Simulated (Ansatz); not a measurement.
**C3H7FSi: basis-set convergence**

An exercise on one series of results from a longer session: the logs are not shown, and one member is left open.

Method: one geometry, several basis sets; program: Ansatz 0.2.0, Gaussian basis.

Levels to be run: PBE0-D4/def2-SVP; ωB97M-V/def2-SVP; PBE0-D4/def2-QZVPP; ωB97M-V/def2-QZVPP; the functionals' def2-TZVPP values are taken from earlier runs.

**Structure used throughout**

All runs share one geometry, relaxed beforehand with PBE0-D4 in a triple-zeta def2 set.

12 atoms, charge 0, spin multiplicity 1.

Atoms are counted from 1 here; the program's logs count them from 0.

Bond lengths: C1–C2 1.509 Å, C1–H6 1.092 Å, C1–H7 1.093 Å, C1–H8 1.095 Å, C2–C3 1.577 Å, C2–Si4 1.828 Å, C2–H9 1.089 Å, C3–Si4 1.821 Å, C3–H10 1.086 Å, C3–H11 1.088 Å, Si4–F5 1.598 Å, Si4–H12 1.475 Å. Angles: C2–C1–H6 111.2°, C2–C1–H7 111.5°, C2–C1–H8 111.2°, H6–C1–H7 107.3°, H6–C1–H8 108.0°, H7–C1–H8 107.5°, C1–C2–C3 117.1°, C1–C2–Si4 124.2°, C1–C2–H9 113.4°, C3–C2–Si4 64.2°, C3–C2–H9 112.5°, Si4–C2–H9 115.9°, C2–C3–Si4 64.6°, C2–C3–H10 117.0°, C2–C3–H11 113.8°, Si4–C3–H10 122.5°, Si4–C3–H11 118.1°, H10–C3–H11 112.3° and more.

Set-up of the first run:

Contents of in.yaml:

```yaml
crystal:
  periodic: [false, false, false]
  atoms:
    - {symbol: C, position_ang: [-1.414812, 0.268969, -0.555241]}
    - {symbol: C, position_ang: [-0.072487, -0.408684, -0.432311]}
    - {symbol: C, position_ang: [0.472246, -0.662630, 1.025321]}
    - {symbol: Si, position_ang: [1.478939, 0.455664, -0.000892]}
    - {symbol: F, position_ang: [1.438914, 2.022562, 0.307829]}
    - {symbol: H, position_ang: [-1.612226, 0.570022, -1.586628]}
    - {symbol: H, position_ang: [-1.466872, 1.169992, 0.061825]}
    - {symbol: H, position_ang: [-2.224088, -0.395936, -0.235718]}
    - {symbol: H, position_ang: [0.032565, -1.281296, -1.075306]}
    - {symbol: H, position_ang: [0.785896, -1.673957, 1.264961]}
    - {symbol: H, position_ang: [-0.144019, -0.224750, 1.807358]}
    - {symbol: H, position_ang: [2.802945, 0.104745, -0.547201]}
basis:
  gaussian: {orbitals: def2-SVP}
hamiltonian: {xc: pbe0, dispersion: d4}
output: {orbitals: {seedname: orbitals}}
```

Run with:

```console
$ ansatz run in.yaml --threads 4 --pin off --events-out ev --progress --plain --max-ram 10444MiB
```

Steps of the session up to this table: PBE0-D4 in def2-SVP; ωB97M-V in def2-SVP; PBE0-D4 in def2-QZVPP; ωB97M-V in def2-QZVPP.

One of the session's tables, all rows but one given; the rest of the session is left out.

It belongs to the step «Functionals by basis». 

```
functional       basis  HOMO (eV)  LUMO (eV)
   PBE0-D4    def2-SVP      -6.91       0.96
   PBE0-D4  def2-TZVPP          ?          ?
   PBE0-D4  def2-QZVPP      -6.95       0.23
   ωB97M-V    def2-SVP      -9.09       2.88
   ωB97M-V  def2-TZVPP      -9.13       2.14
   ωB97M-V  def2-QZVPP      -9.14       1.63
```

Estimate the missing values for PBE0-D4, def2-TZVPP.

The run gave: HOMO (eV): -6.94; LUMO (eV): 0.45. In the column «HOMO (eV)» it lies between PBE0-D4, def2-QZVPP (-6.95) and PBE0-D4, def2-SVP (-6.91).
